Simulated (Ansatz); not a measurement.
# CH4BSe radical: basis-set convergence

An exercise on one series of results from a longer session: the logs are not shown, and one member is left open.

Method: one geometry, several basis sets; program: Ansatz 0.2.0, Gaussian basis.

The runs, in order: PBE0-D4/def2-SVP; ωB97M-V/def2-SVP; PBE0-D4/def2-QZVPP; ωB97M-V/def2-QZVPP; the functionals' def2-TZVPP values are taken from earlier runs.

**Structure used throughout**

An earlier PBE0-D4 in a triple-zeta def2 set relaxation fixed the geometry.

SMILES `C[B][SeH]`, 7 atoms, charge 0, spin multiplicity 2.

Atoms are counted from 1 here; the program's logs count them from 0.

Bond lengths: C1–B2 1.542 Å, C1–H4 1.095 Å, C1–H5 1.096 Å, C1–H6 1.095 Å, B2–Se3 1.883 Å, Se3–H7 1.488 Å. Angles: B2–C1–H4 110.1°, B2–C1–H5 114.1°, B2–C1–H6 109.8°, H4–C1–H5 108.4°, H4–C1–H6 105.8°, H5–C1–H6 108.3°, C1–B2–Se3 134.9°, B2–Se3–H7 99.9°.

Geometry (Å):

| atom | x (Å) | y (Å) | z (Å) |
| --- | --- | --- | --- |
| C1 | -0.7161 | 0.5439 | -0.1509 |
| B2 | -0.2254 | -0.6944 | 0.6271 |
| Se3 | 1.3957 | -1.6465 | 0.7246 |
| H4 | -1.6030 | 0.2896 | -0.7409 |
| H5 | 0.0345 | 0.9766 | -0.8223 |
| H6 | -1.0374 | 1.3197 | 0.5527 |
| H7 | 2.2131 | -0.8568 | -0.2360 |

The first run:

File in.yaml:

```yaml
crystal:
  periodic: [false, false, false]
  atoms:
    - {symbol: C, position_ang: [-0.716072, 0.543862, -0.150868]}
    - {symbol: B, position_ang: [-0.225443, -0.694425, 0.627085]}
    - {symbol: Se, position_ang: [1.395650, -1.646518, 0.724600]}
    - {symbol: H, position_ang: [-1.603010, 0.289643, -0.740916]}
    - {symbol: H, position_ang: [0.034455, 0.976587, -0.822279]}
    - {symbol: H, position_ang: [-1.037434, 1.319667, 0.552659]}
    - {symbol: H, position_ang: [2.213054, -0.856816, -0.235982]}
basis:
  gaussian: {orbitals: def2-SVP}
magnetization: {spin_polarized: true, initial_magnetization: 1}
hamiltonian: {xc: pbe0, dispersion: d4}
output: {orbitals: {seedname: orbitals}}
```

The run is started by

```bash
$ ansatz run in.yaml --threads 2 --pin off --events-out ev --progress --plain --max-ram 32768MiB --backend cpu
```

Steps of the session up to this table: PBE0-D4 in def2-SVP; ωB97M-V in def2-SVP; PBE0-D4 in def2-QZVPP; ωB97M-V in def2-QZVPP.

One table of the session follows, with a row left open; its other results are not shown here.

It belongs to the step «Functionals by basis». 

| functional | basis | HOMO (eV) | LUMO (eV) |
| --- | --- | --- | --- |
| PBE0-D4 | def2-SVP | ? | ? |
| PBE0-D4 | def2-TZVPP | -5.65 | -1.45 |
| PBE0-D4 | def2-QZVPP | -5.66 | -1.50 |
| ωB97M-V | def2-SVP | -7.35 | 0.37 |
| ωB97M-V | def2-TZVPP | -7.45 | 0.08 |
| ωB97M-V | def2-QZVPP | -7.46 | -0.02 |

Q: Estimate the row for PBE0-D4, def2-SVP from the others.

As computed: HOMO (eV): -5.60; LUMO (eV): -1.31. In the column «HOMO (eV)» it is the highest.
